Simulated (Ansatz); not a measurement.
# AuH4NO: one species, many methods

One table from this session's results is given with a row withheld; the runs are named, their logs left out.

The runs use Ansatz 0.2.0, Gaussian basis; functionals in def2-TZVPP, the program's frozen cores in correlated methods.

The runs, in order: LDA (SPW92), PBE-D4, revPBE-D4, BLYP-D4, r2SCAN-D4, B97M-V, PBE0-D4, B3LYP-D4, r2SCANh-D4, r2SCAN0-D4, HSE06-D4, BHLYP-D4, CAM-B3LYP-D4, LC-ωPBE, ωB97X-V, ωB97M-V, B2PLYP, PBE-QIDH; CCSD(T)/def2-SVP; CCSD(T)/def2-TZVPP; MP2/def2-QZVPP; extrapolation to the limit; RPA on PBE.

### The geometry

All runs share one geometry, relaxed beforehand with PBE0-D4 in a triple-zeta def2 set. Au takes the def2 core potential; no spin-orbit term is included.

SMILES `[NH3+][Au-][OH]`, 7 atoms, charge 0, spin multiplicity 1.

Atoms are counted from 1 here; the program's logs count them from 0.

Bond lengths: N1–Au2 2.071 Å, N1–H4 1.015 Å, N1–H5 1.015 Å, N1–H6 1.015 Å, Au2–O3 1.948 Å, O3–H7 0.961 Å. Angles: Au2–N1–H4 111.0°, Au2–N1–H5 110.7°, Au2–N1–H6 111.3°, H4–N1–H5 107.8°, H4–N1–H6 107.9°, H5–N1–H6 107.9°, N1–Au2–O3 176.7°, Au2–O3–H7 108.0°.

Set-up of the first run:

The input, in.yaml:

```yaml
crystal:
  periodic: [false, false, false]
  atoms:
    - {symbol: N, position_ang: [-1.149419, 0.652502, -0.223567]}
    - {symbol: Au, position_ang: [0.698083, -0.236775, 0.070274]}
    - {symbol: O, position_ang: [2.482576, -0.981269, 0.305927]}
    - {symbol: H, position_ang: [-1.842235, -0.033130, -0.505323]}
    - {symbol: H, position_ang: [-1.096773, 1.357840, -0.951581]}
    - {symbol: H, position_ang: [-1.481685, 1.101757, 0.623433]}
    - {symbol: H, position_ang: [2.389453, -1.860925, 0.680845]}
basis:
  gaussian: {orbitals: def2-TZVPP}
hamiltonian: {xc: lda}
output: {orbitals: {seedname: orbitals}}
```

Among the steps run: LDA; PBE-D4 (GGA); revPBE-D4 (GGA); BLYP-D4 (GGA); r2SCAN-D4 (meta-GGA); B97M-V (meta-GGA); PBE0-D4 (hybrid); B3LYP-D4 (hybrid); r2SCANh-D4 (hybrid); r2SCAN0-D4 (hybrid); HSE06-D4 (hybrid); BHLYP-D4 (hybrid); CAM-B3LYP-D4 (range-separated); LC-ωPBE (range-separated); ωB97X-V (range-separated); ωB97M-V (range-separated); B2PLYP (double hybrid); PBE-QIDH (double hybrid).

One of the session's tables, all rows but one given; the rest of the session is left out.

It belongs to the step «Orbital energies across the functionals». 

| functional | HOMO (eV) | gap (eV) |
| --- | --- | --- |
| LDA (SPW92) | -4.90 | 3.45 |
| PBE-D4 | -4.68 | 3.34 |
| revPBE-D4 | ? | ? |
| BLYP-D4 | -4.60 | 3.23 |
| r2SCAN-D4 | -4.91 | 4.15 |
| B97M-V | -4.99 | 3.81 |
| PBE0-D4 | -6.16 | 5.63 |
| B3LYP-D4 | -5.94 | 5.05 |
| r2SCANh-D4 | -5.48 | 4.98 |
| r2SCAN0-D4 | -6.36 | 6.22 |
| HSE06-D4 | -5.75 | 4.86 |
| BHLYP-D4 | -7.62 | 7.67 |
| CAM-B3LYP-D4 | -7.59 | 7.80 |
| LC-ωPBE | -8.81 | 10.31 |
| ωB97X-V | -8.55 | 9.86 |
| ωB97M-V | -8.55 | 9.41 |

**Question.** Estimate the row for revPBE-D4.

As computed: HOMO (eV): -4.60; gap (eV): 3.31.
